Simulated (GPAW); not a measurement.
Runs of GPAW 26.7.0 on MoI. The structure is cubic, space group F-43m (No. 216). The conventional cell has a = 6.358 Å, b = 6.358 Å, c = 6.358 Å, α = 90.00°, β = 90.00°, γ = 90.00°. Mo (site symmetry -43m) has 4 I at 2.75 Å as nearest neighbours. I (site symmetry -43m) is surrounded by 4 Mo at 2.75 Å. The cell was built by a generator and needn't be a form met in nature.

| task | level | potentials or basis | U | cell | band path | band points | optimizer | fmax | max steps | gap on the mesh (eV) | pressure (GPa) | relaxed volume (Å³/atom) |
| --- | --- | --- | --- | --- | --- | --- | --- | --- | --- | --- | --- | --- |
| band structure | RPBE | the program's PAW data sets (release 1.2.1) made for this functional, pw | - | as given | GXWKGLUWLK,UX | 80 | - | - | - | - | (b) | - |
| band structure | r2SCAN | GPAW PAW data sets (gpaw-data 1.2.1), pw | - | as given | GXWKGLUWLK,UX | 80 | - | - | - | - | -7.5 | - |
| band structure | revPBE | the program's PAW data sets (release 1.2.1) made for this functional, pw | - | as given | GXWKGLUWLK,UX | 80 | - | - | - | - | (c) | - |
| band structure | PBE | GPAW PAW data sets (gpaw-data 1.2.1), pw | - | as given | GXWKGLUWLK,UX | 80 | - | - | - | - | -6.9 | - |
| band structure | PBEsol | PAW data sets generated in the run's folder for this functional, pw | - | as given | GXWKGLUWLK,UX | 80 | - | - | - | - | -9.8 | - |
| band structure | LDA | the program's PAW data sets (release 1.2.1) made for this functional, pw | - | as given | GXWKGLUWLK,UX | 80 | - | - | - | - | -11.2 | - |
| relaxation of cell and atoms | PBE+U | GPAW PAW data sets (gpaw-data 1.2.1), pw | Mo d U = 8 eV | relaxed | - | - | BFGS | 0.02 eV/Å | 60 | none | -0.1 | 42.15 |
| relaxation of cell and atoms | PBE+U | GPAW PAW data sets (gpaw-data 1.2.1), pw | Mo d U = 6 eV | relaxed | - | - | BFGS | 0.02 eV/Å | 60 | none | 0.0 | (a) |

Alike in all rows: no spin polarisation; k mesh 7 × 7 × 7; cutoff (eV) 600; smearing fermi-dirac 0.05 eV.

Question: Fill in the values left out.

Answer: (a) 36.41; (b) -5.3; (c) -5.8.

Caveats: an odd number of electrons without spin polarisation forces a metal; a magnetic or distorted state may lie lower; spin-orbit coupling is left out, which moves the levels of the heavy elements (some runs); later steps reuse the first step's grids (some runs); U without spin polarisation on a metal has little footing (some runs); the PAW data sets were made with another functional, which shifts forces and pressure a little (some runs); the volume moved by over 15 % at a fixed basis, so the end points are rough (some runs).

A k mesh can miss the band edges, and the runs leave out spin-orbit coupling on I, Mo.

A gap of «none» marks a metal or a gap under the smearing width.
